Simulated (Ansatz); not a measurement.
A nudged elastic band was laid between two geometries of a periodic cell of 17 atoms, Ta$_{16}$H (host Ta, host structure bcc, interstitial H).

The calculation used DFT PBE, scalar-relativistic, plane waves, PAW (Ansatz). Settings: cutoff 420 eV, k mesh 3x3x3, gaussian smearing 0.1 eV, no spin polarisation.

| Quantity | Value |
| --- | --- |
| movable images | 5 |
| climbing image | yes |
| spring | 2.0 eV/Å² |
| optimiser | quadratic models (default) |
| start path | straight line |
| force threshold | 0.05 eV/Å |
| iteration limit | 47 |
| end points | relaxed |

Initial state:

```xyz
17
Lattice="6.6200 0.0000 0.0000 0.0000 6.6200 0.0000 0.0000 0.0000 6.6200" Properties=species:S:1:pos:R:3
Ta -0.056 -0.002 -0.039
Ta 3.372 -0.002 -0.039
Ta 0.006 3.308 0.005
Ta -0.003 -0.002 3.320
Ta 1.658 1.712 1.689
Ta 3.310 3.308 0.005
Ta 3.318 -0.002 3.320
Ta 4.968 1.650 1.646
Ta 0.014 3.308 3.315
Ta 1.658 4.904 1.689
Ta 1.658 1.659 4.950
Ta 3.301 3.308 3.315
Ta 4.968 4.966 1.646
Ta 4.968 1.642 4.955
Ta 1.658 4.958 4.950
Ta 4.968 4.974 4.955
H 1.658 -0.002 0.824
```

Final state:

Only the atoms that move by more than 0.05 Å are listed.
```
Ta2 3.320 0.004 -0.007
Ta4 -0.039 0.004 3.367
H17 0.825 0.005 1.653
```

(1) Which bonds break or form, and what moves?

(2) What energy profile does the band end with?

(3) What is the geometry of the highest image?

## Answers

(1) Contacts lost: Ta2–H17. Contacts made: Ta4–H17. The atom that moves furthest is H17, by 1.18 Å.

(2) The forces met the threshold. The highest image is number 3 of 0 to 6, 0.192 eV above the ends, which have the same energy within 2 meV. By the program's own check the climbing image is of a kind that is not told: the force calls were inconclusive, a negative curvature could not be distinguished from the path's own, the only one lies far off the path, or fixed occupations may fill a level only in part (lowest curvatures found: -2.58 and 5.12 eV/Å²). Limits of this set-up: coarse k mesh, odd electron count without spin.

```json
{"image": "0", "path coordinate (Å)": "0.00", "energy (eV)": "0.000", "Ta2–H17 (Å)": "1.92", "Ta4–H17 (Å)": "3.00"}
{"image": "1", "path coordinate (Å)": "0.20", "energy (eV)": "0.048", "Ta2–H17 (Å)": "2.04", "Ta4–H17 (Å)": "2.81"}
{"image": "2", "path coordinate (Å)": "0.39", "energy (eV)": "0.146", "Ta2–H17 (Å)": "2.22", "Ta4–H17 (Å)": "2.61"}
{"image": "3", "path coordinate (Å)": "0.59", "energy (eV)": "0.192", "Ta2–H17 (Å)": "2.41", "Ta4–H17 (Å)": "2.41"}
{"image": "4", "path coordinate (Å)": "0.79", "energy (eV)": "0.146", "Ta2–H17 (Å)": "2.61", "Ta4–H17 (Å)": "2.22"}
{"image": "5", "path coordinate (Å)": "0.98", "energy (eV)": "0.049", "Ta2–H17 (Å)": "2.81", "Ta4–H17 (Å)": "2.04"}
{"image": "6", "path coordinate (Å)": "1.18", "energy (eV)": "0.000", "Ta2–H17 (Å)": "3.00", "Ta4–H17 (Å)": "1.92"}
```

(3) 
```xyz
17
Lattice="6.6200 0.0000 0.0000 0.0000 6.6200 0.0000 0.0000 0.0000 6.6200" Properties=species:S:1:pos:R:3:forces:R:3
Ta -0.057 0.001 -0.060 -0.01 0.00 -0.01
Ta 3.319 0.001 -0.011 0.01 0.00 0.00
Ta -0.006 3.311 -0.009 0.00 0.00 0.00
Ta -0.008 0.001 3.316 0.00 0.00 0.01
Ta 1.679 1.758 1.677 0.00 0.01 0.00
Ta 3.313 3.311 0.002 0.00 0.00 0.00
Ta 3.317 0.001 3.315 0.01 0.00 0.01
Ta 4.961 1.652 1.647 0.00 0.01 0.00
Ta 0.004 3.311 3.310 0.00 0.00 0.00
Ta 1.679 4.864 1.677 0.00 -0.01 0.00
Ta 1.650 1.652 4.958 0.00 0.01 0.00
Ta 3.322 3.311 3.319 0.00 0.00 0.00
Ta 4.961 4.970 1.647 0.00 -0.01 0.00
Ta 4.956 1.632 4.953 0.00 0.00 0.00
Ta 1.650 4.970 4.958 0.00 -0.01 0.00
Ta 4.956 4.991 4.953 0.00 0.00 0.00
H 1.273 0.001 1.270 0.00 0.00 0.00
```

Time of the run: 8.5 min on 4 threads of Intel(R) Xeon(R) Platinum 8259CL CPU @ 2.50GHz (Skylake/Cascade Lake), with other jobs on the host, peak memory 2.8 GiB.
